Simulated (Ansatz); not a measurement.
What does this script print? It uses the Ansatz DFT code, driven from Python.

`run_cohesive.py`
```python
"""Cohesive energy of Cs from free atoms."""

from collections import Counter
import warnings

import ansatz

CUTOFF_EV = 460
K_SPACING = 0.3
SMEARING = "fermi_dirac"
SMEARING_WIDTH = 0.02

PHASES = {
    "Cs": (
        [(-3.0335, 3.0335, 3.0335), (3.0335, -3.0335, 3.0335), (3.0335, 3.0335, -3.0335)],
        [
            ("Cs", (0.0, 0.0, 0.0)),
        ],
    ),
}


def build(vectors, sites):
    crystal = ansatz.Crystal(lattice=ansatz.Lattice.of(vectors))
    for symbol, position in sites:
        crystal = crystal.atom(symbol, position)
    return crystal


def counts(outcome):
    return Counter(site.symbol for site in outcome.lattice.sites)

UNPAIRED = {"Cs": 1}  # unpaired electrons of the free atoms


def ground_state(name, crystal):
    calc = (
        crystal.calculation()
        .functional(ansatz.Functional.LDA)
        .basis(CUTOFF_EV)
        .kpoints(spacing=K_SPACING)
        .occupations(SMEARING, width=SMEARING_WIDTH)
    )
    if name.endswith(" atom"):
        calc = calc.kpoints(1, 1, 1).occupations("fermi_dirac", width=0.01)
        if UNPAIRED[name.split()[0]]:
            calc = calc.spin("collinear")
        return calc.run(threads=1, pin="off")
    calc = calc.relax(force_tolerance=0.01, max_steps=60, cell=True)
    return calc.run(threads=1, pin="off")

warnings.simplefilter("ignore", ansatz.DeckWarning)

phases = {name: build(*cell) for name, cell in PHASES.items()}
# a box with unlike edges lets an open shell break the spherical symmetry
for element, moment in UNPAIRED.items():
    phases[f"{element} atom"] = ansatz.Lattice.orthorhombic(10.0, 10.5, 11.0).atom(element, (0.5, 0.5, 0.5), moment=moment or None)

done = {}
for name, crystal in phases.items():
    done[name] = ground_state(name, crystal)
    print(f"{name}: {done[name].report['energy_sigma0_ev']:.4f} eV, {len(done[name].lattice.sites)} atoms")

print({element: round(done[f"{element} atom"].report["magnetization_mub"], 2) for element in UNPAIRED}, "muB on the free atoms")
solid = done["Cs"]
n = counts(solid)
binding = (sum(k * done[f"{e} atom"].report["energy_sigma0_ev"] for e, k in n.items()) - solid.report["energy_sigma0_ev"]) / sum(n.values())
print(f"cohesive energy {binding:.3f} eV/atom = {96.4853 * binding:.0f} kJ/mol of atoms (no zero-point energy)")
```

```console
$ python run_cohesive.py
Cs: -5504.8699 eV, 1 atoms
Cs atom: -5504.0897 eV, 1 atoms
{'Cs': 1.0} muB on the free atoms
cohesive energy 0.780 eV/atom = 75 kJ/mol of atoms (no zero-point energy)
```

Reading the output:
- Total energies depend on the potentials; only differences at equal settings carry meaning.
- The magnetic order follows from the starting moments and needn't be the lowest.
- For the metals among these phases the mesh is modest: differences between phases can be off by up to 40 meV an atom.
- The cells come from databases of deposited and of computed structures, and not all need be stable phases.
- Free atoms in a box carry small image and symmetry errors, and spin-orbit coupling is left out.
- Hardware and time: 13 s on 1 thread of Arm Neoverse V2, with other jobs on the host, peak memory 0.83 GiB.
